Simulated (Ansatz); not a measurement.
The system is In3As.

```xyz
4
Lattice="4.6717 0.0000 0.0000 0.0000 4.6717 0.0000 0.0000 0.0000 4.6717" Properties=species:S:1:pos:R:3 pbc="T T T"
In    2.3358    2.3358    0.0000
In    2.3358    0.0000    2.3358
In    0.0000    2.3358    2.3358
As    0.0000    0.0000    0.0000
```

The cell comes from a database or a generator and needn't be the stable form of this composition.

| Item | Value |
| --- | --- |
| Program | Ansatz 0.2.0 |
| Task | single point |
| Functional | PBEsol |
| Potentials or basis | all-electron LAPW, scalar-relativistic |
| Cutoff | 172 eV (chosen from the basis error) |
| Basis error allowed | 0.001 eV/atom |
| k mesh | 6 × 6 × 6 |
| Occupations | fermi-dirac, width 0.05 eV |
| Spin | no spin polarisation |

On this cell: pressure -2.4 GPa; largest force zero by symmetry; band gap on the k mesh none (metal or under the smearing width).

The same run follows on a disturbed copy (atoms moved at random, drawn with an rms of 0.05 Å):

```
In As
1.0
     4.67168    0.00000    0.00000
     0.00000    4.67168    0.00000
     0.00000    0.00000    4.67168
In As
3 1
Direct
  0.50287 0.49799 0.99110
  0.49374 0.98827 0.49555
  0.99021 0.49748 0.51025
  0.99893 0.00834 0.99706
```

Q: What changes?

A: The energy (extrapolated to zero smearing) moves by +1.2 meV/atom; pressure -2.3 GPa; largest force 0.177 eV/Å; band gap on the k mesh none (metal or under the smearing width).

Forces in eV/Å, atoms in the order of the input:
```
In  -0.067 -0.072  0.147
In  -0.049  0.063 -0.069
In   0.084 -0.070 -0.092
As   0.033  0.078  0.014
```

Stress tensor (GPa, compression positive):
```
-2.32 -0.03 -0.05
-0.03 -2.37 -0.04
-0.05 -0.04 -2.32
```
